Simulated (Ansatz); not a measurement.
# FH5O3Si2: the cost of one run

Method: RKS PBE0-D4/def2-SVP, in Ansatz 0.2.0.

## 1. The starting structure

Bond lengths: Si1–F2 1.590 Å, Si1–O3 1.680 Å, O3–Si4 1.680 Å, Si4–H5 1.460 Å, Si4–H6 1.460 Å, Si4–H7 1.460 Å, Si1–O8 1.679 Å, O8–H9 1.010 Å, Si1–O10 1.679 Å, O10–H11 1.010 Å. Angles (14 of 15 angles, heavy atoms first): F2–Si1–O3 109.4°, F2–Si1–O8 109.5°, F2–Si1–O10 109.5°, O3–Si1–O8 109.5°, O3–Si1–O10 109.5°, O8–Si1–O10 109.5°, Si1–O3–Si4 125.0°, O3–Si4–H5 109.5°, O3–Si4–H6 109.5°, O3–Si4–H7 109.5°, Si1–O8–H9 109.5°, Si1–O10–H11 109.5°, H5–Si4–H6 109.4°, H5–Si4–H7 109.4°.

As a file:

```xyz
11

Si    0.0000    0.0000    0.0000
F     0.0000    0.0000    1.5900
O     1.5842    0.0000   -0.5594
Si    2.4906   -1.3762   -0.8866
H     1.6598   -2.3521   -1.5857
H     3.6318   -1.0202   -1.7249
H     2.9691   -1.9538    0.3660
O    -0.7913    1.3709   -0.5594
H    -1.7491    1.1401   -0.7818
O    -0.7913   -1.3709   -0.5594
H    -1.2459   -1.8365    0.2129
```

## 2. Relaxing the start

Contents of input.yaml:

```yaml
crystal:
  periodic: [false, false, false]
  atoms:
    - { symbol: Si, position_ang: [0.0, 0.0, 0.0] }
    - { symbol: F, position_ang: [0.0, 0.0, 1.59] }
    - { symbol: O, position_ang: [1.5842, 0.0, -0.5594] }
    - { symbol: Si, position_ang: [2.4906, -1.3762, -0.8866] }
    - { symbol: H, position_ang: [1.6598, -2.3521, -1.5857] }
    - { symbol: H, position_ang: [3.6318, -1.0202, -1.7249] }
    - { symbol: H, position_ang: [2.9691, -1.9538, 0.366] }
    - { symbol: O, position_ang: [-0.7913, 1.3709, -0.5594] }
    - { symbol: H, position_ang: [-1.7491, 1.1401, -0.7818] }
    - { symbol: O, position_ang: [-0.7913, -1.3709, -0.5594] }
    - { symbol: H, position_ang: [-1.2459, -1.8365, 0.2129] }
basis:
  gaussian: { orbitals: def2-SVP }
hamiltonian:
  xc: pbe0
  dispersion: d4
relax:
  f_tol: 0.02
  max_steps: 40
output:
  orbitals: {}
```

Command:

```console
ansatz run input.yaml --threads 2 --pin off --max-ram 3072MiB --backend cpu --events-out ev --progress --plain --runs-dir out
```

Q: Estimate wall time and peak memory on 2 threads of Arm Neoverse V2, shared host.

About 86 s, with a peak of 0.27 GiB.
